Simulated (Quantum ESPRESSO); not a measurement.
**TaAs under changes of volume**

One of the cells (17.396 Å³/atom); the others are scaled copies at fixed shape and fractional positions:

```
Ta As
1.0
    -1.72181    1.72181    5.86794
     1.72181   -1.72181    5.86794
     1.72181    1.72181   -5.86794
Ta As
2 2
Direct
  0.49997 0.49997 0.00000
  0.24997 0.74997 0.50000
  0.08263 0.08263 0.00000
  0.83263 0.33263 0.50000
```

The cell is a database's computed one.

```yaml
Program: Quantum ESPRESSO 7.5
Functional: LDA
Potentials_or_basis: PseudoDojo 0.4.1 SR LDA standard
Cutoff: 1088 eV
Density_cutoff: 4354 eV
k_mesh: 6 × 6 × 6
Occupations: fermi-dirac, width 0.05 eV
Spin: no spin polarisation
```

| volume (Å³/atom) | energy over the lowest point (meV/atom) | pressure (GPa) | gap on the mesh (eV) | largest force (eV/Å) |
| --- | --- | --- | --- | --- |
| 16.353 | 3.01 | 3.4 | 0.12 | 0.054 |
| 16.700 | 0.00 | -0.9 | 0.11 | 0.042 |
| 17.048 | 5.98 | -4.8 | 0.11 | 0.032 |
| 17.396 | 19.98 | -8.3 | 0.10 | 0.022 |
| 17.744 | ? | ? | ? | ? |
| 18.092 | 68.74 | -14.2 | 0.10 | 0.005 |
| 18.440 | 102.02 | -16.7 | 0.09 | 0.003 |

Q: What does the run at 17.744 Å³/atom give?

A: Energy over the lowest point 41.17 meV/atom; pressure -11.5 GPa; gap on the mesh 0.10 eV; largest force 0.013 eV/Å.

Worked out: A Birch-Murnaghan fit of order 3 (a polynomial in V^(-2/3)) to the other rows has its minimum at 16.64 Å³/atom with B0 = V·E''(V) = 202 GPa and B' = 4.5 at fixed shape and positions, which overstates the stiffness. It gives 41.16 meV/atom at 17.744 Å³/atom, against the run's 41.17, and -dE/dV = -11.3 GPa, against -11.5.

Energies are extrapolated to zero smearing.

Caveats: all runs use coarse meshes; spin-orbit coupling is left out, which moves the levels of the heavy elements.

A mesh can miss the band edges.
